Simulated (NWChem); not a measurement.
**C2HCl2FSi (SMILES C#C[Si](F)(Cl)Cl): levels of theory compared**

Aim: a comparison of 4 runs (HF/STO-3G, HF/3-21G, B3LYP/6-31G*) of C2HCl2FSi. 

The results are computed with NWChem 7.3.0.

## Step 1: The molecule

C2HCl2FSi: 7 atoms, total charge 0, spin state singlet. SMILES: `C#C[Si](F)(Cl)Cl`. Geometry: relaxed at PBE0-D4/def2-TZVP.

Bond lengths: C1–C2 1.204 Å, C2–Si3 1.798 Å, Si3–F4 1.578 Å, Si3–Cl5 2.020 Å, Si3–Cl6 2.020 Å, C1–H7 1.067 Å. Angles: C1–C2–Si3 179.2°, C2–Si3–F4 109.4°, C2–Si3–Cl5 110.5°, C2–Si3–Cl6 110.5°, F4–Si3–Cl5 108.1°, F4–Si3–Cl6 108.1°, Cl5–Si3–Cl6 110.2°, C2–C1–H7 179.9°.

## Step 2: Energy and forces at HF/STO-3G (run 1)

Input file nw.nw:

```
start nw
memory total 2200 mb
geometry units angstroms noautosym nocenter noautoz
   C      1.582800    -0.428300     1.175400
   C      0.632400    -0.216600     0.466700
   Si    -0.781300     0.123400    -0.590500
   F     -1.506700    -1.231400    -0.949200
   Cl    -0.183000     0.990100    -2.314000
   Cl    -2.107300     1.311700     0.362800
   H      2.424300    -0.616900     1.803000
end
basis spherical bse
   * library STO-3G
end
scf
   singlet
   rhf
   thresh 1e-08
   maxiter 80
   print medium
end
task scf gradient
```

Started as:

```
nwchem nw.nw > nw.out
```

The log of the run:

```text
[...]
  functions       =    43
[...]
  wavefunction    = RHF
[...]
         Total SCF energy =  -1368.252290103527
      One-electron energy =  -2719.737775108681
      Two-electron energy =    938.779917438626
 Nuclear repulsion energy =    412.705567566529
        Time for solution =      1.9s
[...]
                         RHF ENERGY GRADIENTS
    atom               coordinates                        gradient
                 x          y          z           x          y          z
   1 C       2.991058  -0.809370   2.221184    0.067759  -0.014872   0.050503
   2 C       1.195063  -0.409315   0.881935   -0.064292   0.010577  -0.047488
   3 Si     -1.476443   0.233192  -1.115883   -0.020829   0.024127  -0.017811
   4 F      -2.847250  -2.327009  -1.793728    0.009173   0.013251   0.005005
   5 Cl     -0.345820   1.871018  -4.372826   -0.009119  -0.014543   0.026393
   6 Cl     -3.982220   2.478754   0.685593    0.020224  -0.019482  -0.014390
   7 H       4.581263  -1.165772   3.407176   -0.002916   0.000943  -0.002211
[...]
```

Wall time 3.3 s (1 thread of Intel Xeon 6975P-C (Granite Rapids), shared host); peak memory 0.096 GiB.

## Step 3: Energy and forces at HF/3-21G (run 2)

Input file c2hcl2fsi.nw:

```
start c2hcl2fsi
memory stack 880 mb heap 220 mb global 1100 mb
charge 0

geometry units angstrom noautosym nocenter noautoz
C     1.582800   -0.428300    1.175400
C     0.632400   -0.216600    0.466700
Si   -0.781300    0.123400   -0.590500
F    -1.506700   -1.231400   -0.949200
Cl   -0.183000    0.990100   -2.314000
Cl   -2.107300    1.311700    0.362800
H     2.424300   -0.616900    1.803000
end

basis spherical bse
* library 3-21G
end

scf
thresh 1e-08
maxiter 80
end

task scf gradient
```

Started as:

```
nwchem c2hcl2fsi.nw > c2hcl2fsi.out
```

The log of the run:

```text
[...]
  functions       =    68
[...]
  wavefunction    = RHF
[...]
         Total SCF energy =  -1376.888798102289
      One-electron energy =  -2725.745895808041
      Two-electron energy =    936.151530139222
 Nuclear repulsion energy =    412.705567566529
        Time for solution =      2.7s
[...]
                         RHF ENERGY GRADIENTS
    atom               coordinates                        gradient
                 x          y          z           x          y          z
   1 C       2.991058  -0.809370   2.221184    0.014300  -0.001883   0.010510
   2 C       1.195063  -0.409315   0.881935   -0.034387   0.004379  -0.025244
   3 Si     -1.476443   0.233192  -1.115883   -0.022580   0.015757  -0.018074
   4 F      -2.847250  -2.327009  -1.793728    0.017573   0.029533   0.009087
   5 Cl     -0.345820   1.871018  -4.372826   -0.013699  -0.019197   0.039097
   6 Cl     -3.982220   2.478754   0.685593    0.030133  -0.026554  -0.021844
   7 H       4.581263  -1.165772   3.407176    0.008660  -0.002035   0.006468
[...]
```

It took 4.2 s on 1 thread of Intel Xeon 6975P-C (Granite Rapids), shared host; peak memory 0.096 GiB.

Run 3 isn't shown in full; the table further down has it.

## Step 4: Energy and gradient at B3LYP/6-31G(d) (Cartesian functions) (run 4)

Input file run.py:

```python
from ase import Atoms
from ase.calculators.nwchem import NWChem

atoms = Atoms(['C', 'C', 'Si', 'F', 'Cl', 'Cl', 'H'], positions=[
    [1.582800, -0.428300, 1.175400],
    [0.632400, -0.216600, 0.466700],
    [-0.781300, 0.123400, -0.590500],
    [-1.506700, -1.231400, -0.949200],
    [-0.183000, 0.990100, -2.314000],
    [-2.107300, 1.311700, 0.362800],
    [2.424300, -0.616900, 1.803000],
])

calc = NWChem(
    label='work',
    theory='dft',
    memory='2200 mb',
    basis='6-31G*',
    dft={'xc': 'b3lyp', 'mult': '1', 'grid': 'fine', 'convergence': 'energy 1e-08', 'iterations': '100', 'mulliken': None},
)
atoms.calc = calc

forces = atoms.get_forces()
print(f"energy = {atoms.get_potential_energy():.6f} eV")
print("forces (eV/A):")
for s, f in zip(atoms.symbols, forces):
    print(f"{s:2s} {f[0]:10.5f} {f[1]:10.5f} {f[2]:10.5f}")
print("dipole (e A):", atoms.get_dipole_moment().round(4))
```

Started as:

```
export ASE_NWCHEM_COMMAND="nwchem PREFIX.nwi > PREFIX.nwo"
python run.py
```

The log of the run:

```text
energy = -37732.498720 eV
forces (eV/A):
C     0.67461   -0.14758    0.50265
C    -0.65594    0.15308   -0.49016
Si    0.52754    0.09930    0.36525
F    -0.37939   -0.69245   -0.18964
Cl    0.16542    0.25634   -0.50563
Cl   -0.39374    0.35101    0.27089
H     0.06150   -0.01964    0.04664
dipole (e A): [ 0.3981 -0.064   0.294 ]
```

The calculator wrote work.nwi:

```
title "work"

permanent_dir work

scratch_dir work

start work

geometry units angstrom nocenter noautosym noautoz
  C  1.5828000000000000e+00 -4.2830000000000001e-01 1.1754000000000000e+00
  C  6.3239999999999996e-01 -2.1659999999999999e-01 4.6670000000000000e-01
  Si -7.8129999999999999e-01 1.2340000000000000e-01 -5.9050000000000002e-01
  F  -1.5066999999999999e+00 -1.2314000000000001e+00 -9.4920000000000004e-01
  Cl -1.8300000000000000e-01 9.9009999999999998e-01 -2.3140000000000001e+00
  Cl -2.1073000000000000e+00 1.3117000000000001e+00 3.6280000000000001e-01
  H  2.4243000000000001e+00 -6.1690000000000000e-01 1.8029999999999999e+00
end

memory 2200 mb

basis noprint
   * library 6-31G*
end

dft
  xc b3lyp
  mult 1
  grid fine
  convergence energy 1e-08
  iterations 100
  mulliken
end

task dft gradient
```

work.nwo (excerpt; [...] marks lines left out):

```text
[...]
         Total DFT energy =    -1386.643763239091
[...]
  wavefunction    = closed shell
                         DFT ENERGY GRADIENTS
    atom               coordinates                        gradient
                 x          y          z           x          y          z
   1 C       2.991058  -0.809370   2.221184   -0.013119   0.002870  -0.009775
   2 C       1.195063  -0.409315   0.881935    0.012756  -0.002977   0.009532
   3 Si     -1.476443   0.233192  -1.115883   -0.010259  -0.001931  -0.007103
   4 F      -2.847250  -2.327009  -1.793728    0.007378   0.013466   0.003688
   5 Cl     -0.345820   1.871018  -4.372826   -0.003217  -0.004985   0.009833
   6 Cl     -3.982220   2.478754   0.685593    0.007657  -0.006826  -0.005268
   7 H       4.581263  -1.165772   3.407176   -0.001196   0.000382  -0.000907
[...]
```

Run time: 27 s. Hardware: 1 thread of Intel Xeon 6975P-C (Granite Rapids), shared host; peak memory 0.12 GiB.

## Step 5: Overview of the runs

```
run                               level  iteration cap  module   energy (Eh)  dipole moment (D)  HOMO energy (eV)  LUMO energy (eV)  wall time
  1                           HF/STO-3G             80     scf  -1368.252290               2.83            -10.28              7.14      3.3 s
  2                            HF/3-21G             80     scf  -1376.888798               3.66            -12.32              2.72      4.2 s
  3  B3LYP/6-31G* (spherical functions)            100     dft  -1386.632484               2.40             -8.53             -0.85       24 s
  4  B3LYP/6-31G* (Cartesian functions)            100     dft  -1386.643763               2.40             -8.54             -0.86       27 s
```

## Step 6: Results

| quantity | value |
| --- | --- |
| run 4: total energy | -1386.64376 Eh |
| run 4: dipole moment | 2.40 D |
| run 4: HOMO energy | -8.54 eV |
| run 4: LUMO energy | -0.86 eV |
| run 4: HOMO–LUMO gap | 7.68 eV |
| run 4: largest force on an atom | 0.854 eV/Å |

**Reading.** The dipole moment (its size) runs from 2.40 D (B3LYP/6-31G*) to 3.66 D (HF/3-21G). The two ends differ in method and basis. The HOMO–LUMO gap runs from 7.68 eV (B3LYP/6-31G*) to 17.42 eV (HF/STO-3G). In run 1 the basis is minimal, so the values are rough. All runs together took 59 s, the longest 27 s.
